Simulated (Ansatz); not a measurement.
# Rh: the cost of one run

Method: DFT PBEsol, scalar-relativistic, plane waves, PAW, in Ansatz 0.2.0.

2 further runs of the same task are left out: 2 that didn't finish.

### Step 1. The starting structure

Symmetry: Fm-3m, No. 225, cubic system. The conventional cell has a = 3.803 Å, b = 3.803 Å, c = 3.803 Å, α = 90.00°, β = 90.00°, γ = 90.00°. Rh (site symmetry m-3m) is surrounded by 12 Rh at 2.69 Å.

Structure file:

```xyz
1
Lattice="0.0000 1.9016 1.9016 1.9016 0.0000 1.9016 1.9016 1.9016 0.0000" Properties=species:S:1:pos:R:3 pbc="T T T"
Rh    0.0000    0.0000    0.0000
```

The structure comes from the Crystallography Open Database.

(A quick probe on a coarse mesh, which set the mesh and smearing, is not shown.)

### Step 3. The relaxation

File input.yaml:

```yaml
crystal:
  lattice:
    - [0.0, 1.90155, 1.90155]
    - [1.90155, 0.0, 1.90155]
    - [1.90155, 1.90155, 0.0]
  atoms:
    - { symbol: Rh, position: [0.0, 0.0, 0.0] }
basis:
  ecutwfc: 420
kpoints:
  mp_grid: { grid: [18, 18, 18] }
hamiltonian:
  xc: pbesol
scf:
  occupations: { method: gaussian, width: 0.1 }
output:
  forces: true
  stress: true
  eigenvalues: true
relax:
  adjacent_minimum: "off"
  f_tol: 0.005
  max_steps: 80
  cell: { stress_tol: 0.05 }
```

Started as:

```sh
> ansatz run input.yaml --threads 4 --pin off --max-ram 2560MiB --backend cpu --events-out ev --progress --plain --runs-dir out
```

What time and memory should one allow on 4 threads of Intel Xeon at 2.30GHz, shared host?

About 4.5 s, with a peak of 0.41 GiB.
